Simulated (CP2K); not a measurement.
# WO3 (SMILES [O]=[W](=[O])=[O]): PBE/TZV2P-MOLOPT-PBE-GTH (core potential)

What is the energy change on altering one bond length of WO3 at PBE/TZV2P-MOLOPT-PBE-GTH (core potential)? 

The calculation is run with CP2K 2026.2.

1 further run of the same task is left out (set aside as unsound or not needed).

## 1. Starting point

WO3: 4 atoms, total charge 0, spin state singlet. As SMILES, `[O]=[W](=[O])=[O]`. Geometry: relaxed at PBE0-D4/def2-TZVP.

Bond lengths: O1–W2 1.716 Å, W2–O3 1.716 Å, W2–O4 1.716 Å. Angles: O1–W2–O3 107.5°, O1–W2–O4 107.5°, O3–W2–O4 107.5°.

## 2. The energy at PBE/TZV2P-MOLOPT-PBE-GTH (core potential)

The input, job.inp:

```
&GLOBAL
    PROJECT job
    RUN_TYPE ENERGY
    PRINT_LEVEL MEDIUM
&END GLOBAL

&FORCE_EVAL
    METHOD QS
    &DFT
        BASIS_SET_FILE_NAME BASIS_MOLOPT_UZH
        POTENTIAL_FILE_NAME POTENTIAL_UZH
        CHARGE 0
        MULTIPLICITY 1
        &QS
            METHOD GPW
            EPS_DEFAULT 1.0E-10
        &END QS
        &MGRID
            CUTOFF 400
            REL_CUTOFF 50
            NGRIDS 4
        &END MGRID
        &POISSON
            PERIODIC NONE
            POISSON_SOLVER MULTIPOLE
        &END POISSON
        &SCF
            SCF_GUESS ATOMIC
            EPS_SCF 1.0E-06
            MAX_SCF 30
            &OT ON
                MINIMIZER DIIS
                PRECONDITIONER FULL_ALL
            &END OT
            &OUTER_SCF
                EPS_SCF 1.0E-06
                MAX_SCF 8
            &END OUTER_SCF
        &END SCF
        &XC
            &XC_FUNCTIONAL PBE
            &END XC_FUNCTIONAL
        &END XC
        &PRINT
            &MOMENTS
                PERIODIC F
                REFERENCE COM
                MAX_MOMENT 1
            &END MOMENTS
            &MO_CUBES
                NLUMO 3
                NHOMO -1
                WRITE_CUBE F
            &END MO_CUBES
            &HIRSHFELD OFF
            &END HIRSHFELD
        &END PRINT
    &END DFT
    &SUBSYS
        &CELL
            ABC [angstrom] 8.5 9.2 9.6
            PERIODIC NONE
        &END CELL
        &COORD
            SCALED T
            O    0.43326471   0.53109783   0.63704688
            W    0.41810000   0.47143478   0.46827604
            O    0.58728824   0.37800000   0.42986979
            O    0.41271176   0.62200000   0.36295312
        &END COORD
        &KIND O
            BASIS_SET TZV2P-MOLOPT-PBE-GTH-q6
            POTENTIAL GTH-PBE-q6
        &END KIND
        &KIND W
            BASIS_SET TZV2P-MOLOPT-PBE-GTH-q14
            POTENTIAL GTH-PBE-q14
        &END KIND
    &END SUBSYS
&END FORCE_EVAL
```

Command:

```console
OMP_NUM_THREADS=1 cp2k.psmp job.inp > job.out
```

What it wrote:

```text
CP2K| version string:                                       CP2K version 2026.2
[...]
 GLOBAL| Method name                                                        CP2K
[...]
 GLOBAL| Run type                                                         ENERGY
[...]
 DFT| Spin restricted Kohn-Sham (RKS) calculation                            RKS
 DFT| Multiplicity                                                             1
[...]
 DFT| Charge                                                                   0
[...]
 FUNCTIONAL| PBE:
 QS| Method:                                                                 GPW
[...]
 QS| Density cutoff [a.u.]:                                                200.0
[...]
 QS| Relative density cutoff [a.u.]:                                        25.0
[...]
                             - Atoms:                                          4
[...]
                             - Spherical basis functions:                    129
[...]
 Number of electrons:                                                         32
[...]
     1 OT DIIS     0.15E+00    1.0     0.14343999      -111.9937756218 -1.12E+02
[...]
    10 OT DIIS     0.15E+00    1.1     0.00000019      -116.2120498383 -1.39E-10
  *** SCF run converged in    10 steps ***
[...]
  Overlap energy of the core charge distribution:               0.00000357010718
  Self energy of the core charge distribution:               -226.95282703436337
  Core Hamiltonian energy:                                     57.50594036536539
  Hartree energy:                                              71.28744682022823
  Exchange-correlation energy:                                -18.05261355966961
  Total energy:                                              -116.21204983833218
[...]
                     Mulliken Population Analysis
 #  Atom  Element  Kind  Atomic population                           Net charge
       1     O        1          6.445189                             -0.445189
       2     W        2         12.664235                              1.335765
       3     O        1          6.444505                             -0.444505
       4     O        1          6.446070                             -0.446070
 # Total charge                             32.000000                 -0.000000
[...]
  Dipole moment [Debye]
    X= -0.4340428E+01 Y= -0.3075733E+01 Z= -0.6895215E+00  Total=      5.3642229
[...]
 WARNING : did not converge in ot_eigensolver
 number of iterations          299  exceeded maximum
 current gradient / target gradient   2.5819044212995418E-005  /    1.0000000000000001E-005
[...]
 HOMO - LUMO gap [eV] :    1.784958
 ENERGY| Total FORCE_EVAL ( QS ) energy [hartree]           -116.212049838332177
[...]
```

Wall time 45 s (1 thread of Arm Neoverse V1, shared host); peak memory 0.67 GiB.

## 3. The distorted shape at the same level

The input, molecule.xyz:

```xyz
4

O     -0.668958     0.523097     1.665617
W     -0.797858    -0.025803     0.045417
O      1.071700    -1.143300    -0.433900
O     -0.843658     1.359397    -0.965683
```

The input, molecule.inp:

```
&FORCE_EVAL
    METHOD QUICKSTEP
    &DFT
        BASIS_SET_FILE_NAME BASIS_MOLOPT_UZH
        POTENTIAL_FILE_NAME POTENTIAL_UZH
        # Quickstep
        &QS
            METHOD GPW
            EPS_DEFAULT 1.0E-10
        &END
        # real-space grids
        &MGRID
            CUTOFF 400
            REL_CUTOFF 50
            NGRIDS 4
        &END
        &POISSON
            PERIODIC NONE
            POISSON_SOLVER MULTIPOLE
        &END
        # SCF settings
        &SCF
            SCF_GUESS ATOMIC
            EPS_SCF 1.0E-06
            MAX_SCF 150
            ADDED_MOS 5
            &DIAGONALIZATION
                ALGORITHM STANDARD
            &END
            &MIXING
                METHOD BROYDEN_MIXING
                ALPHA 0.4
                NBUFFER 4
            &END
        &END
        &XC
            &XC_FUNCTIONAL PBE
            &END
        &END
        # extra output
        &PRINT
            &MOMENTS
                PERIODIC F
                REFERENCE COM
                MAX_MOMENT 1
            &END
            &MO ON
                ENERGIES T
                OCCUPATION_NUMBERS T
                NDIGITS 6
                &EACH
                    QS_SCF 0
                &END
                ADD_LAST NUMERIC
            &END
            &HIRSHFELD OFF
            &END
        &END
    &END
    # atoms, cell and kinds
    &SUBSYS
        # vacuum box
        &CELL
            ABC 8.9 9.5 9.6
            PERIODIC NONE
        &END
        &TOPOLOGY
            COORD_FILE_NAME molecule.xyz
            COORD_FILE_FORMAT XYZ
            &CENTER_COORDINATES
            &END
        &END
        &KIND O
            BASIS_SET TZV2P-MOLOPT-PBE-GTH-q6
            POTENTIAL GTH-PBE-q6
        &END
        &KIND W
            BASIS_SET TZV2P-MOLOPT-PBE-GTH-q14
            POTENTIAL GTH-PBE-q14
        &END
    &END
&END
&GLOBAL
    PROJECT_NAME molecule
    RUN_TYPE ENERGY
    PRINT_LEVEL MEDIUM
&END
```

Command:

```console
OMP_NUM_THREADS=1 cp2k.psmp -i molecule.inp -o molecule.out
```

What it wrote:

```text
CP2K| version string:                                       CP2K version 2026.2
[...]
 GLOBAL| Method name                                                        CP2K
[...]
 GLOBAL| Run type                                                         ENERGY
[...]
 DFT| Spin restricted Kohn-Sham (RKS) calculation                            RKS
 DFT| Multiplicity                                                             1
[...]
 DFT| Charge                                                                   0
[...]
 FUNCTIONAL| PBE:
 QS| Method:                                                                 GPW
[...]
 QS| Density cutoff [a.u.]:                                                200.0
[...]
 QS| Relative density cutoff [a.u.]:                                        25.0
[...]
                             - Atoms:                                          4
[...]
                             - Spherical basis functions:                    129
[...]
 Number of electrons:                                                         32
[...]
     1 NoMix/Diag. 0.40E+00    1.0     2.40339133      -115.9035243274 -1.16E+02
[...]
    33 Broy./Diag. 0.40E+00    1.2     0.00000094      -116.1123492614 -6.80E-07
  *** SCF run converged in    33 steps ***
[...]
  Overlap energy of the core charge distribution:               0.00000237969547
  Self energy of the core charge distribution:               -226.95282703436337
  Core Hamiltonian energy:                                     56.83036078425120
  Hartree energy:                                              71.83804188267268
  Exchange-correlation energy:                                -17.82792727369844
  Total energy:                                              -116.11234926144246
[...]
                     Mulliken Population Analysis
 #  Atom  Element  Kind  Atomic population                           Net charge
       1     O        1          6.393913                             -0.393913
       2     W        2         12.646961                              1.353039
       3     O        1          6.563873                             -0.563873
       4     O        1          6.395252                             -0.395252
 # Total charge                             32.000000                 -0.000000
[...]
  Dipole moment [Debye]
    X= -0.5260235E+01 Y= -0.1683680E+01 Z= -0.1821496E+00  Total=      5.5261226
 ENERGY| Total FORCE_EVAL ( QS ) energy [hartree]           -116.112349261442461
[...]
```

Run time: 37 s. Hardware: 1 thread of Arm Neoverse V1, shared host; peak memory 0.97 GiB.

## 4. Outcome

At PBE/TZV2P-MOLOPT-PBE-GTH (core potential):

```
                                                         quantity          value
                                        first shape: total energy  -116.21205 Eh
                                       first shape: dipole moment         5.36 D
                                         first shape: HOMO energy       -7.35 eV
                                         first shape: LUMO energy       -5.57 eV
                                       first shape: HOMO–LUMO gap        1.78 eV
                                    distorted shape: total energy  -116.11235 Eh
                                   distorted shape: dipole moment         5.53 D
                                     distorted shape: HOMO energy       -6.38 eV
                                     distorted shape: LUMO energy       -6.05 eV
                                   distorted shape: HOMO–LUMO gap        0.33 eV
energy change with the W2–O3 bond stretched from 1.716 to 2.230 Å       2.713 eV
```

In words: With the W2–O3 bond stretched from 1.716 to 2.230 Å the energy rises by 2.71 eV (262 kJ/mol). The first shape isn't relaxed at this level, so the change isn't measured from a minimum.
